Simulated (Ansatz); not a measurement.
Consider cell relaxations under several functionals of VCr3, space group Fm-3m (the Ansatz DFT code, driven from Python).

`vcr3_lattice.py`
```python
"""How the lattice of VCr3 depends on the functional."""

from dataclasses import dataclass
import logging
import sys

import ansatz as az
import numpy as np

logging.basicConfig(stream=sys.stdout, format="[%(levelname)s] %(message)s")
log = logging.getLogger("ansatz_job")
log.setLevel(logging.INFO)


@dataclass(frozen=True)
class Options:
    k_length: int = 22


cfg = Options()

def edges_and_angles(cell):
    cell = np.asarray(cell)
    a, b, c = np.linalg.norm(cell, axis=1)
    cosines = cell[1] @ cell[2] / (b * c), cell[0] @ cell[2] / (a * c), cell[0] @ cell[1] / (a * b)
    return (a, b, c, *np.degrees(np.arccos(cosines)))

lattice = az.Lattice.of(
    [0.0, 2.862637, 2.862637],
    [2.862637, 0.0, 2.862637],
    [2.862637, 2.862637, 0.0],
)
sites = [
    ("V", [0.5, 0.5, 0.5]),
    ("Cr", [0.75, 0.75, 0.75]),
    ("Cr", [0.25, 0.25, 0.25]),
    ("Cr", [0.0, 0.0, 0.0]),
]
system = az.Crystal(lattice=lattice)
for symbol, position in sites:
    system = system.atom(symbol, position)
system = system.moments(V=1.5, Cr=3)

job = (
    system.calculation()
    .spin(az.SpinTreatment.COLLINEAR)
    .occupations(az.OccupationsMethod.FERMI_DIRAC)
    .kpoints(length=cfg.k_length)
    .relax(cell=True)
)

levels = [("lda", "none"), ("pbesol", "d3bj"), ("pbesol", "none")]
log.info("level            a       b       c    alpha   beta  gamma  V/atom  steps")
for name, dispersion in levels:
    seen = []
    run = job.functional(name, dispersion=dispersion).session().plan()
    result = run.execute(on_event=lambda e: seen.append(e) if e["event"] == "relax_step" else None)
    cell = result.lattice.cell_ang
    label = name if dispersion == "none" else f"{name}+{dispersion}"
    print("{:13s} {:7.4f} {:7.4f} {:7.4f} {:6.2f} {:6.2f} {:6.2f}".format(label, *edges_and_angles(cell)), f"{abs(np.linalg.det(cell)) / len(result.lattice.sites):7.3f} {len(seen):5d}")
```

Rank the levels of theory by the volume of the relaxed cell.

From smallest to largest: LDA (11.19 Å³ an atom, -4.6 % against the start), PBEsol+D3BJ (11.20 Å³ an atom, -4.5 % against the start) and PBEsol (11.52 Å³ an atom, -1.8 % against the start). The spread is 2.9 % in volume.

The run itself:

```console
$ python vcr3_lattice.py
[INFO] level            a       b       c    alpha   beta  gamma  V/atom  steps
DeckWarning: basis.ecutwfc = 420 eV, auto-derived from the records' recommended cutoffs: set by V (normal level)
RunWarning: the starting moments were not kept: the SCF closed with an absolute magnetisation of 2.1e-5 μB, where they sum to 10.5 μB in size (4 sites). That is at most 0.1 of that sum. Measured as [...]
lda            3.9856  3.9856  3.9856  60.00  60.00  60.00  11.192     7
pbesol+d3bj    3.9864  3.9864  3.9864  60.00  60.00  60.00  11.199     5
pbesol         4.0242  4.0242  4.0242  60.00  60.00  60.00  11.520     4
```
(Warnings from the package without file and line, shortened, repeats left out.)

Caveats:
- The SCF didn't keep the moments it started from (some shrank, vanished or turned); what is printed is the state reached.
- Forces vanish by symmetry, so the ions can't move, and the end may be a saddle.
- Dispersion corrections can be off by several per cent in the lattices of metals, and by several GPa in the pressure at a fixed cell.
- For a metal this k-point mesh is coarse: on a finer one energies can move by several to tens of meV an atom and pressures by half a GPa or more, differences at one mesh by less.
- Edges and angles are those of the cell as typed, here a primitive one, not of the conventional cell.
- This cell is a computed structure, which may not be the phase found in nature.
- Hardware and time: 100 s on 1 thread of Intel(R) Xeon(R) Platinum 8259CL CPU @ 2.50GHz (Skylake/Cascade Lake), with other jobs on the host, peak memory 0.52 GiB.
